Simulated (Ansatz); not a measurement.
**La2Al3Ge (P-6m2): the equilibrium volume**

Aim: the volume at which the pressure of La2Al3Ge (P-6m2) vanishes.

Method: DFT PBEsol, scalar-relativistic, plane waves, PAW, in Ansatz 0.2.0.

1 further run of the same task is left out (it didn't finish). Runs told in other sessions of the task aren't counted.

### Step 1. The system as given

Symmetry: P-6m2, No. 187, hexagonal system. The conventional cell has a = 4.412 Å, b = 4.412 Å, c = 8.906 Å, α = 90.00°, β = 90.00°, γ = 120.00°. Around Al (site symmetry -6m2) lie 3 Al at 2.55 Å. Al (site symmetry -6m2) is surrounded by 3 Ge at 2.55 Å. Ge (site symmetry -6m2) has 3 Al at 2.55 Å in its first shell of neighbours. La (site symmetry 3m) has 9 Al at 3.38 to 3.39 Å and 3 Ge at 3.38 Å in its first shell of neighbours.

Structure file:

```
CELL_PARAMETERS angstrom
4.41219 0.00000 0.00000
-2.20609 3.82107 0.00000
0.00000 0.00000 8.90559
ATOMIC_POSITIONS crystal
Al 0.00000 0.00000 0.50000
Al 0.33333 0.66667 0.00000
Al 0.33333 0.66667 0.50000
Ge 0.00000 0.00000 0.00000
La 0.66667 0.33333 0.24941
La 0.66667 0.33333 0.75059
```

### Step 2. The first run (PBEsol, 6×6×2 mesh)

Contents of input.yaml:

```yaml
crystal:
  lattice:
    - [4.41218884, 0.0, 0.0]
    - [-2.20609442, 3.82106762, 0.0]
    - [0.0, 0.0, 8.90558932]
  atoms:
    - { symbol: Al, position: [0.0, 0.0, 0.5] }
    - { symbol: Al, position: [0.3333333333, 0.6666666667, 0.0] }
    - { symbol: Al, position: [0.3333333333, 0.6666666667, 0.5] }
    - { symbol: Ge, position: [0.0, 0.0, 0.0] }
    - { symbol: La, position: [0.6666666667, 0.3333333333, 0.24941] }
    - { symbol: La, position: [0.6666666667, 0.3333333333, 0.75059] }
basis:
  ecutwfc: 420
kpoints:
  mp_grid: { grid: [6, 6, 2] }
hamiltonian:
  xc: pbesol
scf:
  occupations: { method: gaussian, width: 0.1 }
output:
  forces: true
  stress: true
  eigenvalues: true
```

On the command line:

```bash
$ ansatz run input.yaml --threads 8 --pin off --max-ram 14336MiB --backend cpu --events-out ev --progress --plain --runs-dir out
```

The log of the run, cut to the lines that bear on the results:

```text
Warning: RAYON_NUM_THREADS=8 ignored (pool sized by the plan → 8); use --threads N
[...]
Pseudopotentials: kind: paw
Pseudopotential: Al, paw, valence charge 3, recommended cutoff 420 eV (normal), Al.paw.azcp
Pseudopotential: Ge, paw, valence charge 14, recommended cutoff 420 eV (normal), Ge.paw.azcp
Pseudopotential: La, paw, valence charge 11, recommended cutoff 420 eV (normal), La.paw.azcp
Functional definition: PBEsol
[...]
Crystal: 6 atoms, lattice volume = 150.142 Å³
Basis set: ecut = 420 eV, 2987 PW (Γ), exchange–correlation on 60×60×120 points (8 copies of the dense FFT grid, shifted against one another)
Bands: 29, of which v1, the nominal top of the filled ones, is band 23 counted from 1 (22 counted from 0)
Symmetry: 12 space group operations
Space group: P-6m2 (ITA 187), of the structure as read, at distance tolerance 5.3e-5 Å
k-points: 14 of 72 (time reversal used)
[...]
SCF iter   1: F=—  HF=-18153.051176 eV  |F-HF|=—  |Δ(HF+E_count)|=         —  Δρ=2.37e-3  dr2=4.17e-2  ethr=1.77e-3  ⟨swp⟩=5.9  Hψ=1829  notcnv=0
[...]
SCF iter   7: F=-18153.041106 eV  HF=-18153.041106 eV  |F-HF|=2.02e-8  |Δ(HF+E_count)|=   1.01e-7  Δρ=2.58e-6  dr2=2.70e-8  ethr=2.22e-10  ⟨swp⟩=10.9  Hψ=2185  notcnv=0
[...]
SCF converged after 7 iterations
Free energy (F): -18153.041106 eV
[...]
E sigma→0 (E₀):  -18153.031715 eV
Entropy (-TS):   -0.018782 eV (-3.130 meV/atom)
Fermi energy:    8.740823 eV
[...]
--- Forces (eV/Å), atoms counted from 1 ---
  atom   1  Al     0.00000000     0.00000000    -0.00000000
  atom   2  Al    -0.00000000     0.00000000     0.00000000
  atom   3  Al     0.00000000    -0.00000000     0.00000000
  atom   4  Ge     0.00000000     0.00000000    -0.00000000
  atom   5  La    -0.00000000     0.00000000    -0.08457783
  atom   6  La    -0.00000000     0.00000000     0.08457783
[...]
--- Stress (GPa, compression-positive) ---
       -3.051590      -0.000000      -0.000000
       -0.000000      -3.051590       0.000000
       -0.000000       0.000000      -2.710972
  P = ⅓ Tr σ = -2.9381 GPa (-29.381 kbar)
--- Band table (eV; the first three rows and the last of 14) ---
[...]
```

It took 1.9 s on 8 threads of Arm Neoverse V1, shared host; peak memory 0.54 GiB.

This gives: volume 25.024 Å³/atom, pressure -2.94 GPa, a metal on this mesh.

### Step 3. Full relaxation

input.yaml, as its differences from that of step 2:

```diff
@@ -15,3 +15,3 @@
 kpoints:
-  mp_grid: { grid: [6, 6, 2] }
+  mp_grid: { grid: [9, 9, 4] }
 hamiltonian:
@@ -19,3 +19,3 @@
 scf:
-  occupations: { method: gaussian, width: 0.1 }
+  occupations: { method: gaussian, width: 0.05 }
 output:
@@ -24 +24,10 @@
   eigenvalues: true
+  write_density: true
+  write_potential: true
+  elf: true
+  volumetric_format: npy
+relax:
+  adjacent_minimum: "off"
+  f_tol: 0.005
+  max_steps: 80
+  cell: { stress_tol: 0.05 }
```

On the command line:

```bash
$ ansatz run input.yaml --threads 8 --pin off --max-ram 14336MiB --backend cpu --events-out ev --progress --plain --runs-dir out
```

The log of the run:

```text
Warning: RAYON_NUM_THREADS=8 ignored (pool sized by the plan → 8); use --threads N
Engine: ansatz 0.2.0, aarch64-unknown-linux-gnu
[... 5 set-up lines as earlier in the session ...]
  exchange = pbesol_x
  correlation = pbesol_c
Crystal: 6 atoms, lattice volume = 150.142 Å³
Basis set: ecut = 420 eV, 2987 PW (Γ), exchange–correlation on 60×60×120 points (8 copies of the dense FFT grid, shifted against one another)
Bands: 29, of which v1, the nominal top of the filled ones, is band 23 counted from 1 (22 counted from 0)
[... 2 set-up lines as earlier in the session ...]
k-points: 36 of 324 (time reversal used)
Non-local potential: Al, projectors of the file, l = 0: 2, l = 1: 2, l = 2: 1
Non-local potential: Ge, projectors of the file, l = 0: 2, l = 1: 2, l = 2: 3, l = 3: 1
Non-local potential: La, projectors of the file, l = 0: 3, l = 1: 2, l = 2: 2, l = 3: 3
PAW form: soft (Blöchl's): semilocal exchange-correlation on the pseudo side does not see the compensation charge
PAW frozen core: Al, regenerated for the run's functional, and the local potential with it (the file was generated under x = pbe(κ = 0.804, μ = 0.2195149727645171), c = pbe(β = 0.06672455060314922))
PAW frozen core: Ge, regenerated for the run's functional, and the local potential with it (the file was generated under x = pbe(κ = 0.804, μ = 0.2195149727645171), c = pbe(β = 0.06672455060314922))
PAW frozen core: La, regenerated for the run's functional, and the local potential with it (the file was generated under x = pbe(κ = 0.804, μ = 0.2195149727645171), c = pbe(β = 0.06672455060314922))
PAW one-centre angular grid: Al, 110 points (default); XC on 64 Gauss nodes
PAW one-centre angular grid: Ge, 590 points (default); XC on 64 Gauss nodes
PAW one-centre angular grid: La, 590 points (default); XC on 64 Gauss nodes
Initial density: superposition of atomic densities (neutral atoms: chi_scale 0, normalization atom), corrected by the library's trained network
Initial wavefunctions: pseudopotential atomic-orbital guess
Functional: x = pbesol(κ = 0.804, μ = 0.12345679012345678), c = pbesol(β = 0.046)
SCF iter   1: F=—  HF=-18153.057984 eV  |F-HF|=—  |Δ(HF+E_count)|=         —  Δρ=2.45e-3  dr2=5.44e-2  ethr=1.77e-3  ⟨swp⟩=6.7  Hψ=5059  notcnv=0
preconditioner: auto → Resta (q_TF=auto, 2.232 Å⁻¹)  ε∞=4.1  [insulator: Δε(μ)=0.050 eV  Ē_g=9.639 eV  σ=0.050 eV  W_gap=0.50  n_scr=36 (ndim 8)  ℏωp=16.9 eV  f_vac=0.000  D(μ)=2.92/eV (n_scr^D=22)  ε∞_Penn≈4.1]
SCF iter   2: F=—  HF=-18153.048023 eV  |F-HF|=—  |Δ(HF+E_count)|=   9.96e-3  Δρ=1.14e-3  dr2=5.57e-3  ethr=1.21e-4  ⟨swp⟩=3.1  Hψ=1973  notcnv=0  defer=62
SCF iter   3: F=—  HF=-18153.047145 eV  |F-HF|=—  |Δ(HF+E_count)|=   8.78e-4  Δρ=6.49e-4  dr2=1.09e-3  ethr=1.24e-5  ⟨swp⟩=2.1  Hψ=1719  notcnv=0  defer=62
SCF iter   4: F=—  HF=-18153.046982 eV  |F-HF|=—  |Δ(HF+E_count)|=   1.63e-4  Δρ=2.91e-4  dr2=2.44e-4  ethr=2.41e-6  ⟨swp⟩=1.7  Hψ=1243  notcnv=0  defer=62
SCF iter   5: F=—  HF=-18153.046933 eV  |F-HF|=—  |Δ(HF+E_count)|=   4.85e-5  Δρ=6.05e-5  dr2=1.00e-5  ethr=5.43e-7  ⟨swp⟩=2.0  Hψ=1286  notcnv=0  defer=62
SCF iter   6: F=—  HF=-18153.046865 eV  |F-HF|=—  |Δ(HF+E_count)|=   6.79e-5  Δρ=8.71e-6  dr2=1.54e-7  ethr=2.23e-8  ⟨swp⟩=2.0  Hψ=1459  notcnv=0  defer=61
SCF iter   7: F=-18153.046865 eV  HF=-18153.046865 eV  |F-HF|=3.14e-8  |Δ(HF+E_count)|=   1.29e-8  Δρ=3.19e-6  dr2=1.30e-8  ethr=2.22e-10  ⟨swp⟩=17.1  Hψ=8463  notcnv=0
SCF 1 converged in 7 iterations: F = -18153.046865 eV  dr2 = 1.30e-8
relax step   1: F+E_penalty+E_count = -18153.04686539 eV  Δ(F+E_penalty+E_count) = +0.000e0 eV  max|allowed force component| = 4.745e-2 eV/Å  Δτ_max = 0.0000 Å  P = -3.112 GPa  Ω = 150.142 Å³  (7 SCF iters, dr2 threshold 1.00e-7 eV, accepted)
Crystal: 6 atoms, lattice volume = 140.360 Å³
Basis set: ecut = 420 eV, 2747 PW (Γ), exchange–correlation on 60×60×120 points (8 copies of the dense FFT grid, shifted against one another)
Initial density: handed on by an earlier stage of this run
Initial wavefunctions: those handed on with the density
iter 1 solved again at ethr=1.25e-4 eV; its pass at ethr=3.10e-3 eV (dr2=5.61e-2 eV) is discarded
SCF iter   1: F=—  HF=-18153.127253 eV  |F-HF|=—  |Δ(HF+E_count)|=         —  Δρ=3.04e-3  dr2=5.74e-2  ethr=1.25e-4  ⟨swp⟩=1.2  Hψ=7561  notcnv=0
preconditioner: auto → Kerker (q_TF=auto, 2.257 Å⁻¹)  [metal: Δε(μ)=0.038 eV  Ē_g=9.754 eV  σ=0.050 eV  W_gap=0.38  n_scr=36 (ndim 8)  ℏωp=17.5 eV  f_vac=0.000  D(μ)=4.19/eV (n_scr^D=36)]
SCF iter   2: F=—  HF=-18153.118968 eV  |F-HF|=—  |Δ(HF+E_count)|=   8.29e-3  Δρ=1.80e-3  dr2=2.13e-2  ethr=1.25e-4  ⟨swp⟩=1.4  Hψ=1076  notcnv=0
SCF iter   3: F=—  HF=-18153.115213 eV  |F-HF|=—  |Δ(HF+E_count)|=   3.76e-3  Δρ=6.38e-4  dr2=6.72e-4  ethr=4.72e-5  ⟨swp⟩=2.9  Hψ=2041  notcnv=0
SCF iter   4: F=—  HF=-18153.114711 eV  |F-HF|=—  |Δ(HF+E_count)|=   5.02e-4  Δρ=2.00e-4  dr2=7.09e-5  ethr=1.49e-6  ⟨swp⟩=2.9  Hψ=1914  notcnv=0
SCF iter   5: F=—  HF=-18153.114645 eV  |F-HF|=—  |Δ(HF+E_count)|=   6.59e-5  Δρ=4.25e-5  dr2=1.44e-5  ethr=1.58e-7  ⟨swp⟩=2.0  Hψ=1755  notcnv=0
SCF iter   6: F=-18153.114642 eV  HF=-18153.114642 eV  |F-HF|=2.28e-7  |Δ(HF+E_count)|=   3.08e-6  Δρ=1.24e-5  dr2=4.32e-7  ethr=1.33e-9  ⟨swp⟩=12.8  Hψ=10527  notcnv=0
SCF 2 converged in 6 iterations: F = -18153.114642 eV  dr2 = 4.32e-7
relax step   2: F+E_penalty+E_count = -18153.11464172 eV  Δ(F+E_penalty+E_count) = -6.778e-2 eV  max|allowed force component| = 5.587e-2 eV/Å  Δτ_max = 0.0125 Å  P = +1.101 GPa  Ω = 140.360 Å³  energy of the carried Pulay correction = +1.354e-3 eV  (6 SCF iters, dr2 threshold 6.00e-7 eV, accepted)
Crystal: 6 atoms, lattice volume = 142.878 Å³
Basis set: ecut = 420 eV, 2783 PW (Γ), exchange–correlation on 60×60×120 points (8 copies of the dense FFT grid, shifted against one another)
iter 1 solved again at ethr=3.54e-6 eV; its pass at ethr=3.10e-3 eV (dr2=1.59e-3 eV) is discarded
SCF iter   1: F=—  HF=-18153.123975 eV  |F-HF|=—  |Δ(HF+E_count)|=         —  Δρ=8.66e-4  dr2=1.94e-3  ethr=3.54e-6  ⟨swp⟩=2.1  Hψ=7767  notcnv=0
preconditioner: auto → Kerker (q_TF=auto, 2.250 Å⁻¹)  [metal: Δε(μ)=0.037 eV  Ē_g=9.733 eV  σ=0.050 eV  W_gap=0.39  n_scr=36 (ndim 8)  ℏωp=17.3 eV  f_vac=0.000  D(μ)=3.90/eV (n_scr^D=36)]
SCF iter   2: F=—  HF=-18153.123479 eV  |F-HF|=—  |Δ(HF+E_count)|=   4.96e-4  Δρ=4.96e-4  dr2=6.06e-4  ethr=3.54e-6  ⟨swp⟩=2.1  Hψ=1324  notcnv=0
SCF iter   3: F=—  HF=-18153.123275 eV  |F-HF|=—  |Δ(HF+E_count)|=   2.04e-4  Δρ=1.55e-4  dr2=3.79e-5  ethr=1.35e-6  ⟨swp⟩=2.0  Hψ=1763  notcnv=0
SCF iter   4: F=—  HF=-18153.123189 eV  |F-HF|=—  |Δ(HF+E_count)|=   8.56e-5  Δρ=4.49e-5  dr2=6.08e-6  ethr=8.42e-8  ⟨swp⟩=2.2  Hψ=1781  notcnv=0
SCF iter   5: F=-18153.123188 eV  HF=-18153.123188 eV  |F-HF|=1.07e-7  |Δ(HF+E_count)|=   1.26e-6  Δρ=7.32e-6  dr2=1.67e-7  ethr=1.33e-9  ⟨swp⟩=11.8  Hψ=9499  notcnv=0
SCF 3 converged in 5 iterations: F = -18153.123188 eV  dr2 = 1.67e-7
relax step   3: F+E_penalty+E_count = -18153.12318772 eV  Δ(F+E_penalty+E_count) = -8.546e-3 eV  max|allowed force component| = 2.140e-2 eV/Å  Δτ_max = 0.0085 Å  P = -0.095 GPa  Ω = 142.878 Å³  energy of the carried Pulay correction = +9.969e-4 eV  (5 SCF iters, dr2 threshold 6.00e-7 eV, accepted)
Crystal: 6 atoms, lattice volume = 142.729 Å³
iter 1 solved again at ethr=9.25e-7 eV; its pass at ethr=3.10e-3 eV (dr2=4.16e-4 eV) is discarded
SCF iter   1: F=—  HF=-18153.123424 eV  |F-HF|=—  |Δ(HF+E_count)|=         —  Δρ=1.76e-4  dr2=4.32e-4  ethr=9.25e-7  ⟨swp⟩=2.1  Hψ=6090  notcnv=0
preconditioner: auto → Kerker (q_TF=auto, 2.251 Å⁻¹)  [metal: Δε(μ)=0.021 eV  Ē_g=9.734 eV  σ=0.050 eV  W_gap=0.24  n_scr=36 (ndim 8)  ℏωp=17.3 eV  f_vac=0.000  D(μ)=3.91/eV (n_scr^D=36)]
SCF iter   2: F=—  HF=-18153.123389 eV  |F-HF|=—  |Δ(HF+E_count)|=   3.48e-5  Δρ=1.08e-4  dr2=1.90e-4  ethr=9.25e-7  ⟨swp⟩=1.0  Hψ=1044  notcnv=0
SCF iter   3: F=—  HF=-18153.123364 eV  |F-HF|=—  |Δ(HF+E_count)|=   2.49e-5  Δρ=2.07e-5  dr2=5.80e-7  ethr=4.23e-7  ⟨swp⟩=2.0  Hψ=1153  notcnv=0
SCF iter   4: F=—  HF=-18153.123311 eV  |F-HF|=—  |Δ(HF+E_count)|=   5.30e-5  Δρ=4.89e-6  dr2=5.90e-8  ethr=7.47e-11  ⟨swp⟩=12.4  Hψ=8667  notcnv=0
SCF iter   5: F=-18153.123311 eV  HF=-18153.123311 eV  |F-HF|=2.37e-8  |Δ(HF+E_count)|=   6.42e-9  Δρ=2.25e-6  dr2=8.34e-9  ethr=7.47e-11  ⟨swp⟩=8.0  Hψ=6520  notcnv=0
SCF 4 converged in 5 iterations: F = -18153.123311 eV  dr2 = 8.34e-9
relax step   4: F+E_penalty+E_count = -18153.12331126 eV  Δ(F+E_penalty+E_count) = -1.235e-4 eV  max|allowed force component| = 8.537e-3 eV/Å  Δτ_max = 0.0033 Å  P = -0.015 GPa  Ω = 142.729 Å³  energy of the carried Pulay correction = +1.018e-3 eV  (5 SCF iters, dr2 threshold 3.36e-8 eV, accepted)
Crystal: 6 atoms, lattice volume = 142.700 Å³
iter 1 solved again at ethr=1.82e-7 eV; its pass at ethr=3.10e-3 eV (dr2=8.20e-5 eV) is discarded
SCF iter   1: F=—  HF=-18153.123391 eV  |F-HF|=—  |Δ(HF+E_count)|=         —  Δρ=6.97e-5  dr2=8.50e-5  ethr=1.82e-7  ⟨swp⟩=1.7  Hψ=6037  notcnv=0
preconditioner: auto → Kerker (q_TF=auto, 2.251 Å⁻¹)  [metal: Δε(μ)=0.015 eV  Ē_g=9.734 eV  σ=0.050 eV  W_gap=0.17  n_scr=36 (ndim 8)  ℏωp=17.3 eV  f_vac=0.000  D(μ)=3.88/eV (n_scr^D=36)]
SCF iter   2: F=—  HF=-18153.123330 eV  |F-HF|=—  |Δ(HF+E_count)|=   6.07e-5  Δρ=4.30e-5  dr2=3.65e-5  ethr=1.82e-7  ⟨swp⟩=1.0  Hψ=1044  notcnv=0
SCF iter   3: F=—  HF=-18153.123326 eV  |F-HF|=—  |Δ(HF+E_count)|=   4.12e-6  Δρ=9.46e-6  dr2=1.02e-7  ethr=8.12e-8  ⟨swp⟩=2.0  Hψ=1171  notcnv=0
SCF iter   4: F=—  HF=-18153.123325 eV  |F-HF|=—  |Δ(HF+E_count)|=   7.74e-7  Δρ=4.28e-6  dr2=2.68e-8  ethr=1.01e-11  ⟨swp⟩=10.6  Hψ=8172  notcnv=0
SCF iter   5: F=—  HF=-18153.123325 eV  |F-HF|=—  |Δ(HF+E_count)|=   2.44e-8  Δρ=1.26e-6  dr2=6.70e-9  ethr=5.95e-11  ⟨swp⟩=2.0  Hψ=1719  notcnv=0
SCF iter   6: F=-18153.123325 eV  HF=-18153.123325 eV  |F-HF|=4.00e-10  |Δ(HF+E_count)|=   1.43e-9  Δρ=3.26e-7  dr2=5.07e-10  ethr=1.01e-11  ⟨swp⟩=7.1  Hψ=5500  notcnv=0
SCF 5 converged in 6 iterations: F = -18153.123325 eV  dr2 = 5.07e-10
relax step   5: F+E_penalty+E_count = -18153.12332516 eV  Δ(F+E_penalty+E_count) = -1.390e-5 eV  max|allowed force component| = 2.249e-5 eV/Å  Δτ_max = 0.0010 Å  P = -0.000 GPa  Ω = 142.700 Å³  energy of the carried Pulay correction = +1.022e-3 eV  (6 SCF iters, dr2 threshold 4.55e-9 eV, accepted)
Initial wavefunctions: pseudopotential atomic-orbital guess (no wavefunctions were taken with the density)
iter 1 solved again at ethr=2.60e-7 eV; its pass at ethr=3.10e-3 eV (dr2=1.17e-4 eV) is discarded
SCF iter   1: F=—  HF=-18153.122555 eV  |F-HF|=—  |Δ(HF+E_count)|=         —  Δρ=2.18e-5  dr2=9.68e-8  ethr=2.60e-7  ⟨swp⟩=3.4  Hψ=8241  notcnv=0
eigensolver tolerance schedule: the retry pair's looser diagonalisation over-reported the residual by 1207.55 of it (diagonalisation noise at 0.11 of the residual, at the tolerance the schedule requests for it); recorded, not acted on — ethr = c·dr2/N_el stays at c = 1.0e-1
preconditioner: auto → Kerker (q_TF=auto, 2.251 Å⁻¹)  [metal: Δε(μ)=0.017 eV  Ē_g=9.734 eV  σ=0.050 eV  W_gap=0.19  n_scr=36 (ndim 8)  ℏωp=17.3 eV  f_vac=0.000  D(μ)=3.88/eV (n_scr^D=36)]
SCF iter   2: F=—  HF=-18153.122501 eV  |F-HF|=—  |Δ(HF+E_count)|=   5.40e-5  Δρ=1.43e-5  dr2=8.98e-8  ethr=2.15e-10  ⟨swp⟩=2.1  Hψ=1849  notcnv=0
SCF iter   3: F=—  HF=-18153.122501 eV  |F-HF|=—  |Δ(HF+E_count)|=   8.53e-8  Δρ=4.93e-6  dr2=1.03e-8  ethr=2.00e-10  ⟨swp⟩=2.0  Hψ=1622  notcnv=0
SCF iter   4: F=—  HF=-18153.122501 eV  |F-HF|=—  |Δ(HF+E_count)|=   4.48e-9  Δρ=7.13e-7  dr2=5.77e-10  ethr=2.28e-11  ⟨swp⟩=2.0  Hψ=1757  notcnv=0
SCF iter   5: F=-18153.122501 eV  HF=-18153.122501 eV  |F-HF|=2.18e-11  |Δ(HF+E_count)|=  9.82e-11  Δρ=1.24e-7  dr2=1.65e-11  ethr=1.00e-12  ⟨swp⟩=7.3  Hψ=6363  notcnv=0
SCF 6 converged in 5 iterations: F = -18153.122501 eV  dr2 = 1.65e-11
relax step   6: F+E_penalty+E_count = -18153.12250087 eV  Δ(F+E_penalty+E_count) = +8.243e-4 eV  max|allowed force component| = 3.574e-6 eV/Å  Δτ_max = 0.0000 Å  P = -0.008 GPa  Ω = 142.700 Å³  stress off target by 8.65e-3 GPa  SCF on the basis re-selected at this cell (its energy is not comparable with the rows above)  (5 SCF iters)
basis re-selected at this cell: Δ(F+E_penalty+E_count) = +8.243e-4 eV, ΔP = -0.008 GPa vs the last step (what re-selecting the basis moved, of the pressure what is left beyond the Pulay correction that the steps carried, after the strain that the cell walked since its last selection, with what the two solves' SCF thresholds leave and, on support functions, any second-order correction that the steps lacked; it is no measure of the basis error at this ecutwfc). This SCF's stress stands 8.65e-3 GPa from its target on what of the cell is left free (relax.cell.stress_tol is 5.00e-2 GPa) and its largest allowed force component is 3.57e-6 eV/Å (relax.f_tol is 5.00e-3 eV/Å): within both
SCF converged after 5 iterations
Free energy (F): -18153.122501 eV
Harris-Foulkes:  -18153.122501 eV  (|F-HF|=2.18e-11)
Internal energy: -18153.117646 eV  (E = F + TS)
E sigma→0 (E₀):  -18153.120074 eV
Entropy (-TS):   -0.004855 eV (-0.809 meV/atom)
Fermi energy:    9.214766 eV
--- Per-component energies (eV) ---
  E_band       = -206.966648
  E_kinetic    = 563.918199
  E_local      = -3775.856139  (includes V_loc(G=0)·N_el)
  E_nonlocal   = 645.220052
  E_hartree    = 1630.520063
  E_xc         = -469.784101
  E_vxc        = -446.514362  (∫ρ·V_xc dr)
  E_paw        = -14001.019914  (= ΣΔE_a)
  E_vpaw       = -454.774779  (= ΣTr[D̂ρ^β])
  E_aug_tail   = 0.000300  (compensation charges beyond the density's cutoff)
  E_ewald      = -2747.430478
  E_core_change = 1.314372  (= ΣΔE_core)
  E_smearing   = -0.004855  (= −TS)
  E_closure    = 0.000000  (closes the sum)
  Σ components = -18153.122501   (vs F -18153.122501, Δ=0.00e0)
--- Forces (eV/Å), atoms counted from 1 ---
  atom   1  Al     0.00000000     0.00000000    -0.00000000
  atom   2  Al    -0.00000000    -0.00000000     0.00000000
  atom   3  Al     0.00000000    -0.00000000     0.00000000
  atom   4  Ge     0.00000000     0.00000000    -0.00000000
  atom   5  La    -0.00000000     0.00000000     0.00000357
  atom   6  La    -0.00000000     0.00000000    -0.00000357
  max |Σ_I F_I| component: 1.55e-16 eV/Å
--- Stress (GPa, compression-positive) ---
       -0.008035       0.000000       0.000000
        0.000000      -0.008035      -0.000000
        0.000000      -0.000000      -0.008649
  P = ⅓ Tr σ = -0.0082 GPa (-0.082 kbar)
--- Band table (eV; the first three rows and the last of 36) ---
  k-point 0: bands = ["-23.0249", "-23.0107", "-14.9086", "-14.9086", "-14.8557", "-14.8557", "-14.8484", "-7.1062", "-6.7397", "-6.5793", "-6.5793", "-6.5491", "-6.5491", "-0.4120", "2.3431", "5.6341", "7.5909", "7.5909", "8.6609", "9.1397", "9.1418", "9.1418", "9.2075", "9.5867", "9.5867", "10.6029", "10.6029", "10.9261", "10.9563"]
  k-point 1: bands = ["-23.0229", "-23.0128", "-14.9086", "-14.9086", "-14.8557", "-14.8557", "-14.8484", "-7.0576", "-6.7952", "-6.5750", "-6.5750", "-6.5535", "-6.5535", "-0.3640", "2.2218", "5.9880", "7.6202", "7.6202", "7.9350", "9.0329", "9.0329", "9.2477", "9.6809", "9.6809", "9.6922", "10.6895", "10.6895", "10.7521", "10.8907"]
  k-point 2: bands = ["-23.0186", "-23.0170", "-14.9086", "-14.9086", "-14.8557", "-14.8557", "-14.8484", "-6.9606", "-6.8992", "-6.5661", "-6.5661", "-6.5625", "-6.5625", "-0.3135", "2.1056", "6.6500", "7.1145", "7.6526", "7.6526", "8.9189", "8.9189", "9.2899", "9.9513", "9.9513", "10.2930", "10.2930", "10.3811", "10.4510", "10.6476"]
  k-point 35: bands = ["-22.9933", "-22.9921", "-14.9072", "-14.9066", "-14.8569", "-14.8559", "-14.8460", "-6.8261", "-6.8226", "-6.8113", "-6.8047", "-6.7983", "-6.7955", "0.8476", "3.5630", "4.4244", "4.4296", "5.7391", "6.8794", "7.8692", "8.6843", "8.8015", "8.8250", "11.1540", "11.1898", "11.2158", "11.2933", "11.2939", "11.3369"]
--- Relaxed structure (5 steps of the walk, 5 accepted, 1 SCFs on fresh bases) ---
  F+E_penalty+E_count = -18153.12250087 eV   max|allowed force component| = 3.574e-6 eV/Å   (the final SCF, on the basis selected at the relaxed cell)
  cell:  # Å, volume = 142.7002 Å³
    - [4.357788426454282, 2.081770568606696e-37, 3.1036630108428907e-18]
    - [-2.178894213227141, 3.7739554816272234, -1.5518315054214452e-18]
    - [6.2644526720922715e-18, 6.185135900736899e-34, 8.676840409471176]
  atoms:
    - { symbol: Al, position: [0.0, -9.266788241327769e-34, 0.5] }
    - { symbol: Al, position: [0.3333333333333333, 0.6666666666666666, -4.0581337312535564e-20] }
    - { symbol: Al, position: [0.3333333333333333, 0.6666666666666666, 0.5] }
    - { symbol: Ge, position: [-6.850664008016312e-34, -4.898534520769863e-34, -4.058133731253558e-20] }
    - { symbol: La, position: [0.6666666666666666, 0.3333333333333333, 0.2486934310401664] }
    - { symbol: La, position: [0.6666666666666666, 0.3333333333333333, 0.7513065689598337] }
```

Wall time 22 s (8 threads of Arm Neoverse V1, shared host); peak memory 0.63 GiB.

Relaxation path:

```tsv
step	energy from step 1 (meV/atom)	largest force component (eV/Å)	pressure (GPa)	volume (Å³/atom)
1	0.0	0.047	-3.11	25.024
2	-11.3	0.056	1.10	23.393
3	-12.7	0.021	-0.10	23.813
4	-12.7	0.009	-0.02	23.788
5	-12.7	0.000	0.00	23.783
6	-12.6	0.000	-0.01	23.783
```

Step 1 is the start. Step 6 repeats the geometry before it on a plane-wave basis chosen anew for the final cell, which shifts the energy by +0.1 meV/atom.

Read off: volume 23.783 Å³/atom, pressure -0.01 GPa, metallic.

### Step 4. The cell, before and after

How the cell compares, before and after:

| cell as typed | before | after | change |
| --- | --- | --- | --- |
| a (Å) | 4.412 | 4.358 | -1.2 % |
| b (Å) | 4.412 | 4.358 | -1.2 % |
| c (Å) | 8.906 | 8.677 | -2.6 % |
| volume (Å³/atom) | 25.024 | 23.783 | -5.0 % |
| shortest distance (Å) | 2.547 | 2.516 | -1.2 % |
| space group | P-6m2 | P-6m2 | same |

### Step 5. Results

| quantity | value |
| --- | --- |
| volume | 23.783 Å³/atom |
| pressure | -0.01 GPa |
| conventional cell | a = 4.358 Å, b = 4.358 Å, c = 8.677 Å, α = 90.00°, β = 90.00°, γ = 120.00° |
| gap on the mesh | none (metal) |

In words: From the first run shown, the volume went from 25.02 to 23.78 Å³/atom (-5.0 %) in 2 runs, where the pressure is zero within 0.01 GPa.
